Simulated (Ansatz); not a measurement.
# AlH9Si3: the cost of one run

Method: the settings change from run to run; program: Ansatz 0.2.0, Gaussian basis.

## 1. The relaxed structure

An earlier PBE0-D4 in a triple-zeta def2 set relaxation fixed the geometry.

SMILES `[SiH3][Al]([SiH3])[SiH3]`, 13 atoms, charge 0, spin multiplicity 1.

Atoms are counted from 1 here; the program's logs count them from 0.

Bond lengths: Si1–Al2 2.459 Å, Si1–H5 1.490 Å, Si1–H6 1.492 Å, Si1–H7 1.492 Å, Al2–Si3 2.460 Å, Al2–Si4 2.458 Å, Si3–H8 1.490 Å, Si3–H9 1.492 Å, Si3–H10 1.493 Å, Si4–H11 1.493 Å, Si4–H12 1.493 Å, Si4–H13 1.490 Å. Angles: Al2–Si1–H5 113.7°, Al2–Si1–H6 110.3°, Al2–Si1–H7 110.3°, H5–Si1–H6 107.6°, H5–Si1–H7 107.6°, H6–Si1–H7 107.0°, Si1–Al2–Si3 117.6°, Si1–Al2–Si4 122.8°, Si3–Al2–Si4 119.6°, Al2–Si3–H8 113.7°, Al2–Si3–H9 110.5°, Al2–Si3–H10 110.3°, H8–Si3–H9 107.6°, H8–Si3–H10 107.5°, H9–Si3–H10 107.0°, Al2–Si4–H11 110.1°, Al2–Si4–H12 110.1°, Al2–Si4–H13 114.0° and more.

## 2. B3LYP/aug-cc-pVDZ

Options: atoms shaken by 0.03 Å.

Input file in.yaml:

```yaml
crystal:
  periodic: [false, false, false]
  atoms:
    - {symbol: Si, position_ang: [-0.711609, 2.053750, -1.108687]}
    - {symbol: Al, position_ang: [-0.022787, -0.037893, -0.032216]}
    - {symbol: Si, position_ang: [1.684600, 0.149955, 1.713495]}
    - {symbol: Si, position_ang: [-0.981524, -2.195292, -0.590960]}
    - {symbol: H, position_ang: [-1.776452, 1.915367, -2.180756]}
    - {symbol: H, position_ang: [-1.251814, 3.036676, -0.043308]}
    - {symbol: H, position_ang: [0.448451, 2.741121, -1.803487]}
    - {symbol: H, position_ang: [2.142663, -1.164706, 2.287945]}
    - {symbol: H, position_ang: [2.899979, 0.723818, 1.184564]}
    - {symbol: H, position_ang: [1.299325, 0.930257, 2.774471]}
    - {symbol: H, position_ang: [0.044947, -3.155211, -1.114678]}
    - {symbol: H, position_ang: [-1.625052, -2.853491, 0.618419]}
    - {symbol: H, position_ang: [-2.064503, -2.134084, -1.709414]}
basis:
  gaussian: {orbitals: aug-cc-pVDZ}
hamiltonian: {xc: {name: B3LYP}}
```

On the command line:

```
$ ansatz run in.yaml --threads 4 --pin off --events-out ev --progress --plain --max-ram 10444MiB
```

What time and memory should one allow on 4 threads of Arm Neoverse V2, shared host?

About 3.1 s, with a peak of 0.54 GiB.
